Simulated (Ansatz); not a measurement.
# C₂H₉NSn: up Jacob's ladder to CCSD(T)

How much do the methods differ for C₂H₉NSn? The plan is to run it at one geometry with functionals of several rungs and with coupled cluster. The yardstick is the atomisation energy at the CCSD(T) limit.

The runs use Ansatz 0.2.0, Gaussian basis; functionals in def2-TZVPP, the program's frozen cores in correlated methods.

Levels to be run: LDA (SPW92), PBE-D4, revPBE-D4, BLYP-D4, r2SCAN-D4, B97M-V, PBE0-D4, B3LYP-D4, r2SCANh-D4, r2SCAN0-D4, HSE06-D4, BHLYP-D4, CAM-B3LYP-D4, LC-ωPBE, ωB97X-V, ωB97M-V, B2PLYP, PBE-QIDH; CCSD(T)/def2-SVP; CCSD(T)/def2-TZVPP; MP2/def2-QZVPP; extrapolation to the limit; RPA on PBE.

### 1 The relaxed structure

An earlier PBE0-D4 in a triple-zeta def2 set relaxation fixed the geometry. Sn takes the def2 core potential; no spin-orbit term is included.

SMILES `CC[NH][SnH3]`, 13 atoms, charge 0, spin multiplicity 1.

Atoms are counted from 1 here; the program's logs count them from 0.

Bond lengths: C1–C2 1.517 Å, C1–H5 1.093 Å, C1–H6 1.092 Å, C1–H7 1.094 Å, C2–N3 1.454 Å, C2–H8 1.103 Å, C2–H9 1.096 Å, N3–Sn4 2.028 Å, N3–H10 1.013 Å, Sn4–H11 1.705 Å, Sn4–H12 1.706 Å, Sn4–H13 1.718 Å. Angles: C2–C1–H5 111.1°, C2–C1–H6 110.5°, C2–C1–H7 110.7°, H5–C1–H6 108.8°, H5–C1–H7 107.7°, H6–C1–H7 107.9°, C1–C2–N3 111.1°, C1–C2–H8 109.0°, C1–C2–H9 109.0°, N3–C2–H8 113.4°, N3–C2–H9 108.0°, H8–C2–H9 106.0°, C2–N3–Sn4 118.5°, C2–N3–H10 110.5°, Sn4–N3–H10 112.5°, N3–Sn4–H11 106.4°, N3–Sn4–H12 105.8°, N3–Sn4–H13 112.2° and more.

### 2 LDA

This LDA is Slater exchange with PW92 correlation.

File in.yaml:

```yaml
crystal:
  periodic: [false, false, false]
  atoms:
    - {symbol: C, position_ang: [-0.369706, 2.035593, -0.154222]}
    - {symbol: C, position_ang: [-0.542201, 0.571257, 0.200728]}
    - {symbol: N, position_ang: [0.628924, -0.201672, -0.179671]}
    - {symbol: Sn, position_ang: [0.525503, -2.224585, -0.084099]}
    - {symbol: H, position_ang: [-1.261730, 2.611394, 0.105835]}
    - {symbol: H, position_ang: [-0.176432, 2.149370, -1.222817]}
    - {symbol: H, position_ang: [0.475483, 2.468823, 0.389240]}
    - {symbol: H, position_ang: [-0.792767, 0.488622, 1.271306]}
    - {symbol: H, position_ang: [-1.405141, 0.170729, -0.344286]}
    - {symbol: H, position_ang: [1.458660, 0.166110, 0.269508]}
    - {symbol: H, position_ang: [2.078082, -2.806325, -0.479670]}
    - {symbol: H, position_ang: [-0.651569, -2.685441, -1.229142]}
    - {symbol: H, position_ang: [0.053193, -2.778577, 1.471989]}
basis:
  gaussian: {orbitals: def2-TZVPP}
hamiltonian: {xc: lda}
output: {orbitals: {seedname: orbitals}}
```

Command:

```console
> ansatz run in.yaml --threads 4 --pin off --events-out ev --progress --plain --max-ram 10444MiB
```

The runs that follow: PBE-D4 (GGA); revPBE-D4 (GGA); BLYP-D4 (GGA); r2SCAN-D4 (meta-GGA); B97M-V (meta-GGA); B3LYP-D4 (hybrid); r2SCANh-D4 (hybrid); r2SCAN0-D4 (hybrid); HSE06-D4 (hybrid); BHLYP-D4 (hybrid); CAM-B3LYP-D4 (range-separated); LC-ωPBE (range-separated); ωB97X-V (range-separated); ωB97M-V (range-separated); B2PLYP (double hybrid); PBE-QIDH (double hybrid); CCSD(T) in def2-SVP; CCSD(T) in def2-TZVPP; MP2 in def2-QZVPP; RPA on PBE orbitals.

Before running them: what should the planned runs give, taken together? Wanted: atomisation energy, CCSD(T)/CBS; farthest beyond LDA; mean size of error, GGA; mean size of error, meta-GGA; mean size of error, hybrid; mean size of error, range-separated; mean size of error, double hybrid; gap, smallest and largest; T1 diagnostic.

**Answer**, as computed:

| quantity | value |
| --- | --- |
| atomisation energy, CCSD(T)/CBS | 4296.2 kJ/mol |
| functionals within 43.0 kJ/mol (1.0 %) | PBE-D4, BLYP-D4, r2SCAN-D4, B97M-V, PBE0-D4, B3LYP-D4, HSE06-D4, CAM-B3LYP-D4, LC-ωPBE, ωB97X-V, ωB97M-V |
| farthest beyond LDA | BHLYP-D4 (-109.4 kJ/mol) |
| mean size of error, GGA | 41.4 kJ/mol |
| mean size of error, meta-GGA | 23.5 kJ/mol |
| mean size of error, hybrid | 48.9 kJ/mol |
| mean size of error, range-separated | 16.8 kJ/mol |
| mean size of error, double hybrid | 62.7 kJ/mol |
| gap, smallest and largest | 4.30 eV (LDA (SPW92)), 11.14 eV (LC-ωPBE) |
| T1 diagnostic | 0.0119 |
| triples share of the correlation energy | 3.4 % |

The LDA atomisation energy is off by 569.3 kJ/mol (13 %): it overbinds. PBE-D4 misses by +29.4 kJ/mol. Double hybrids carry the basis error of their MP2 part in triple zeta, and no dispersion term here, so their miss is partly the set-up's. The rungs range-separated, meta-GGA, GGA miss on average by less than the doubt on the reference (43.0 kJ/mol), so they tie. The reference freezes the cores and leaves out spin-orbit coupling and excitations past (T), and its outer-core shells are covered unevenly, so misses under about 43.0 kJ/mol can't be ranked. All levels share the lack of spin-orbit coupling, which lowers the free heavy atoms and so the true binding. Hartree-Fock recovers 72 % of the binding; the rest is correlation. CCSD(T) in def2-SVP is off by -248.7 kJ/mol, so the small basis spoils what the method gains. Orbital gaps span 4.3 to 11.1 eV; exact exchange widens them. Correlated methods include outer-core shells of Sn, which these sets cover unevenly.
